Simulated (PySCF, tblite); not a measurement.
# C₄H₁₀GeO: a rotation path, then NMR shifts on frames, part 2 of 2

tblite 0.8.0 and PySCF 2.14.0. Atoms count from 0. Earlier steps stand in the parts before.

### Step 5. Shielding tensors: image 5, PBE0/pcSseg-1

What the job is given:

```
{"job": {"kind": "nmr", "xc": "PBE0", "basis": "pcSseg-1", "pop": false}, "charge": 0, "multiplicity": 1}
C      2.240700    -1.255100     0.167400
C      1.250400    -0.625500    -0.441200
C      0.061700    -0.068800     0.256000
Ge     0.206800     1.928000     0.424900
O     -1.116500    -0.267900    -0.526800
C     -2.225000    -0.682100     0.220400
H      3.101200    -1.616100    -0.368700
H      2.228300    -1.432200     1.231200
H      1.258600    -0.462400    -1.509700
H     -0.045900    -0.539000     1.239000
H      0.276300     2.523000    -0.940500
H     -1.040000     2.466800     1.060900
H      1.379100     2.411000     1.227800
H     -2.432600     0.006500     1.049700
H     -2.076300    -1.691000     0.626300
H     -3.074500    -0.686400    -0.460700
```

With the program's defaults for keys left out, this is: GIAO PBE0/pcSseg-1 NMR shielding, non-relativistic, gas phase.

Output:

```text
coarse grid: 58040 points
cycle   1  E = -2309.7238588384  dE = -1.087e-01  |g| = 9.880e-01  |ddm| = 3.550e+00
cycle   2  E = -2309.6393884448  dE =  8.447e-02  |g| = 1.155e+00  |ddm| = 1.353e+00
cycle   3  E = -2309.8135136150  dE = -1.741e-01  |g| = 1.984e-01  |ddm| = 9.798e-01
cycle   4  E = -2309.8199213550  dE = -6.408e-03  |g| = 6.288e-02  |ddm| = 1.634e-01
cycle   5  E = -2309.8204600183  dE = -5.387e-04  |g| = 1.026e-02  |ddm| = 5.042e-02
cycle   6  E = -2309.8204774439  dE = -1.743e-05  |g| = 5.071e-03  |ddm| = 1.344e-02
cycle   7  E = -2309.8204837968  dE = -6.353e-06  |g| = 1.067e-03  |ddm| = 4.630e-03
final grid: 122800 points
cycle   8  E = -2309.8204538301  dE =  3.174e-07  |g| = 1.647e-03  |ddm| = 2.891e-03
cycle   9  E = -2309.8204525631  dE =  1.267e-06  |g| = 2.804e-03  |ddm| = 3.468e-03
cycle  10  E = -2309.8204544764  dE = -1.913e-06  |g| = 1.817e-04  |ddm| = 2.233e-03
cycle  11  E = -2309.8204544832  dE = -6.773e-09  |g| = 3.485e-05  |ddm| = 1.906e-04
cycle  12  E = -2309.8204544833  dE = -1.592e-10  |g| = 4.840e-06  |ddm| = 2.738e-05
converged SCF energy = -2309.8204544833

GIAO shielding tensors (ppm)
atom      isotropic    diamagn.    paramagn.     s11        s22        s33       span
  0 C       70.631     254.034    -183.403    -36.608     84.650    163.852    200.460
  1 C       38.665     254.253    -215.588    -79.329     47.369    147.954    227.283
  2 C      103.093     247.627    -144.534     75.310     83.400    150.569     75.259
  3 Ge    1577.778    2755.871   -1178.093   1489.854   1558.961   1684.520    194.666
  4 O      315.381     398.255     -82.874    269.647    313.981    362.514     92.867
  5 C      127.003     244.387    -117.384     92.620    105.366    183.022     90.402
  6 H       26.560      28.914      -2.354     23.726     25.436     30.518      6.792
  7 H       26.490      31.733      -5.243     23.018     25.370     31.082      8.064
  8 H       25.212      31.878      -6.667     22.492     24.584     28.559      6.068
  9 H       27.945      34.010      -6.064     24.730     27.800     31.307      6.577
 10 H       28.365      29.793      -1.428     22.126     23.616     39.354     17.228
 11 H       27.950      29.811      -1.861     21.057     23.754     39.040     17.984
 12 H       28.201      29.269      -1.068     21.538     22.954     40.112     18.574
 13 H       28.423      30.281      -1.858     24.144     26.945     34.181     10.036
 14 H       28.280      29.648      -1.369     24.137     25.963     34.738     10.601
 15 H       28.033      28.714      -0.681     23.875     25.298     34.926     11.051
```

Wall time 52 s (1 thread of Intel Xeon at 2.50GHz, shared host); peak memory 0.89 GiB.

This run: δ C1 148.3, C0 116.3, C2 83.8, C5 59.9, H8 6.51, H7 5.23 ppm.

### Step 6. Shielding tensors: image 6, PBE0/pcSseg-1

What the job is given:

```
{"job": {"kind": "nmr", "xc": "PBE0", "basis": "pcSseg-1", "pop": false}, "charge": 0, "multiplicity": 1}
C      2.304500    -1.223700     0.143700
C      1.285800    -0.629400    -0.453100
C      0.065100    -0.153500     0.250600
Ge     0.152400     1.851100     0.447300
O     -1.083000    -0.438300    -0.539800
C     -2.246600    -0.604800     0.220100
H      3.181800    -1.530600    -0.398900
H      2.298900    -1.427800     1.202600
H      1.287300    -0.443900    -1.518000
H     -0.014400    -0.642400     1.229300
H      0.222500     2.468300    -0.909400
H     -1.088400     2.401200     1.089700
H      1.313600     2.331900     1.263600
H     -2.413500     0.245200     0.894400
H     -2.199800    -1.524100     0.818400
H     -3.073700    -0.670100    -0.484500
```

Level: GIAO PBE0/pcSseg-1 NMR shielding, non-relativistic, gas phase.

Output:

```text
coarse grid: 58040 points
cycle   1  E = -2309.7241464001  dE = -1.041e-01  |g| = 9.882e-01  |ddm| = 3.545e+00
cycle   2  E = -2309.6368294298  dE =  8.732e-02  |g| = 1.161e+00  |ddm| = 1.365e+00
cycle   3  E = -2309.8137690168  dE = -1.769e-01  |g| = 1.998e-01  |ddm| = 9.929e-01
cycle   4  E = -2309.8202938200  dE = -6.525e-03  |g| = 6.287e-02  |ddm| = 1.652e-01
cycle   5  E = -2309.8208283167  dE = -5.345e-04  |g| = 1.050e-02  |ddm| = 5.040e-02
cycle   6  E = -2309.8208464991  dE = -1.818e-05  |g| = 5.374e-03  |ddm| = 1.378e-02
cycle   7  E = -2309.8208536734  dE = -7.174e-06  |g| = 1.004e-03  |ddm| = 4.770e-03
final grid: 122800 points
cycle   8  E = -2309.8207862633  dE =  2.372e-07  |g| = 1.536e-03  |ddm| = 2.785e-03
cycle   9  E = -2309.8207852281  dE =  1.035e-06  |g| = 2.580e-03  |ddm| = 3.214e-03
cycle  10  E = -2309.8207868121  dE = -1.584e-06  |g| = 1.904e-04  |ddm| = 2.050e-03
cycle  11  E = -2309.8207868196  dE = -7.517e-09  |g| = 3.522e-05  |ddm| = 1.960e-04
cycle  12  E = -2309.8207868198  dE = -1.723e-10  |g| = 4.776e-06  |ddm| = 2.878e-05
converged SCF energy = -2309.8207868198

GIAO shielding tensors (ppm)
atom      isotropic    diamagn.    paramagn.     s11        s22        s33       span
  0 C       69.878     253.803    -183.925    -38.058     83.996    163.695    201.753
  1 C       38.934     254.393    -215.459    -79.943     47.885    148.860    228.803
  2 C      102.724     247.315    -144.591     74.345     85.038    148.788     74.444
  3 Ge    1590.392    2756.129   -1165.737   1496.217   1585.559   1689.400    193.183
  4 O      311.379     397.919     -86.540    272.270    307.688    354.179     81.909
  5 C      127.230     244.629    -117.400     94.324    104.575    182.789     88.464
  6 H       26.517      28.824      -2.307     23.677     25.410     30.464      6.787
  7 H       26.435      31.623      -5.188     22.920     25.301     31.084      8.164
  8 H       25.200      31.829      -6.629     22.429     24.603     28.567      6.138
  9 H       27.787      33.722      -5.936     24.389     27.559     31.412      7.023
 10 H       28.442      29.860      -1.418     22.202     23.541     39.581     17.379
 11 H       27.750      29.835      -2.085     20.628     23.754     38.867     18.239
 12 H       28.350      29.451      -1.100     21.744     23.141     40.166     18.422
 13 H       28.337      30.487      -2.150     23.881     27.623     33.506      9.625
 14 H       28.349      29.515      -1.166     24.286     25.977     34.785     10.498
 15 H       27.998      28.747      -0.749     23.887     25.315     34.792     10.906
```

Run time: 58 s. Hardware: 1 thread of Intel Xeon at 2.50GHz, shared host; peak memory 0.9 GiB.

This run: δ C1 148.0, C0 117.0, C2 84.2, C5 59.7, H8 6.52, H7 5.28 ppm.

### Step 7. NMR shieldings: image 8, PBE0/pcSseg-1

What the job is given:

```
{"job": {"kind": "nmr", "xc": "PBE0", "basis": "pcSseg-1", "pop": false}, "charge": 0, "multiplicity": 1}
C      2.392700    -1.080600     0.161700
C      1.284100    -0.698900    -0.447300
C      0.034600    -0.292700     0.252500
Ge     0.120000     1.712000     0.543200
O     -1.067000    -0.672900    -0.541900
C     -2.299000    -0.488400     0.092300
H      3.279400    -1.345100    -0.387700
H      2.453300    -1.145000     1.236900
H      1.220800    -0.649700    -1.525000
H     -0.023700    -0.779100     1.239100
H     -0.168200     2.462400    -0.717700
H     -0.828500     2.225300     1.592900
H      1.489700     2.092300     1.006900
H     -2.486100     0.575700     0.301300
H     -2.347600    -1.044700     1.037600
H     -3.062100    -0.861600    -0.588600
```

Method: GIAO PBE0/pcSseg-1 NMR shielding, non-relativistic, gas phase.

Output:

```text
coarse grid: 58040 points
cycle   1  E = -2309.7230765807  dE = -9.375e-02  |g| = 9.897e-01  |ddm| = 3.542e+00
cycle   2  E = -2309.6371151315  dE =  8.596e-02  |g| = 1.160e+00  |ddm| = 1.382e+00
cycle   3  E = -2309.8139908277  dE = -1.769e-01  |g| = 1.915e-01  |ddm| = 1.002e+00
cycle   4  E = -2309.8199487908  dE = -5.958e-03  |g| = 6.174e-02  |ddm| = 1.640e-01
cycle   5  E = -2309.8204649695  dE = -5.162e-04  |g| = 9.607e-03  |ddm| = 4.864e-02
cycle   6  E = -2309.8204794228  dE = -1.445e-05  |g| = 5.025e-03  |ddm| = 1.279e-02
cycle   7  E = -2309.8204857326  dE = -6.310e-06  |g| = 9.659e-04  |ddm| = 4.524e-03
final grid: 122800 points
cycle   8  E = -2309.8205129545  dE =  2.426e-07  |g| = 1.503e-03  |ddm| = 2.491e-03
cycle   9  E = -2309.8205119309  dE =  1.024e-06  |g| = 2.547e-03  |ddm| = 3.174e-03
cycle  10  E = -2309.8205134798  dE = -1.549e-06  |g| = 1.782e-04  |ddm| = 2.032e-03
cycle  11  E = -2309.8205134860  dE = -6.247e-09  |g| = 2.910e-05  |ddm| = 1.735e-04
cycle  12  E = -2309.8205134862  dE = -1.273e-10  |g| = 4.044e-06  |ddm| = 2.661e-05
converged SCF energy = -2309.8205134862

GIAO shielding tensors (ppm)
atom      isotropic    diamagn.    paramagn.     s11        s22        s33       span
  0 C       70.060     253.760    -183.700    -40.212     84.000    166.391    206.603
  1 C       36.907     254.508    -217.601    -82.190     46.481    146.430    228.620
  2 C      102.634     246.994    -144.360     72.943     85.973    148.986     76.042
  3 Ge    1561.233    2756.865   -1195.632   1444.380   1542.494   1696.825    252.444
  4 O      301.702     397.531     -95.829    269.476    292.673    342.956     73.480
  5 C      125.631     245.407    -119.776     95.646    100.880    180.365     84.719
  6 H       26.437      28.837      -2.400     23.572     25.454     30.285      6.713
  7 H       26.437      31.557      -5.119     22.725     25.321     31.267      8.542
  8 H       25.108      31.859      -6.751     22.205     24.767     28.352      6.147
  9 H       27.310      32.949      -5.638     23.546     27.471     30.914      7.368
 10 H       28.120      29.927      -1.806     22.108     23.131     39.122     17.014
 11 H       27.425      29.893      -2.468     20.718     23.076     38.482     17.764
 12 H       28.536      30.002      -1.465     22.171     23.925     39.514     17.343
 13 H       28.331      30.351      -2.020     24.154     27.876     32.963      8.809
 14 H       28.504      29.566      -1.061     25.037     25.863     34.613      9.576
 15 H       27.807      28.645      -0.838     23.705     25.362     34.353     10.648
```

It took 59 s on 1 thread of Intel Xeon at 2.50GHz, shared host; peak memory 0.9 GiB.

This run: δ C1 150.0, C0 116.9, C2 84.3, C5 61.3, H8 6.61, H6 5.28 ppm.

### Step 8. Comparing the runs: NMR shifts

Shifts (ppm) of some atoms, chosen among heavy atoms and hydrogens apart, with basis size and wall time:

```csv
frame,C1,C0,C2,H9,H11,Ge3,O4,functions,time
image 0,149.6,120.2,81.5,4.10,3.67,-216,34.4,176,59 s
image 2,149.2,118.2,82.1,3.80,3.61,-217,30.2,176,56 s
image 5,148.3,116.3,83.8,3.77,3.77,-247,20.7,176,52 s
image 6,148.0,117.0,84.2,3.93,3.97,-259,24.7,176,58 s
image 8,150.0,116.9,84.3,4.41,4.29,-230,34.4,176,59 s
```

### Step 9. What came out

The summary covers parts 1 to 2.

```
                                          quantity                                                           value
                                           barrier                              0.144 eV (3.3 kcal/mol) at image 5
                             end to end (GFN2-xTB)                                                        0.117 eV
   13C shifts against TMS (PBE0/pcSseg-1, image 0)                                    149.6, 120.2, 81.5, 60.9 ppm
    1H shifts against TMS (PBE0/pcSseg-1, image 0)  6.40, 5.47, 5.35, 4.10, 3.78, 3.67, 3.65, 3.50, 3.49, 3.02 ppm
73Ge shifts against GeMe4 (PBE0/pcSseg-1, image 0)                                                        -216 ppm
   17O shifts against H2O (PBE0/pcSseg-1, image 0)                                                        34.4 ppm
                         range of the shift of Ge3                                                -259 to -216 ppm
```

In words: Along the band the dihedral turns by 105°, and the top (dihedral 137°) lies 3.3 kcal/mol above the start (GFN2-xTB, rough), so at room temperature this motion is fast. The top was not checked by a frequency run. Shifts at one fixed geometry are not the observed spectrum, which averages over the motion. In ppm, Ge3 moves most: its shift spreads over 44 ppm, from -259 (image 6) to -216 (image 0). Spin-orbit coupling is left out, which matters for shieldings and couplings at and beside the heavy atoms.
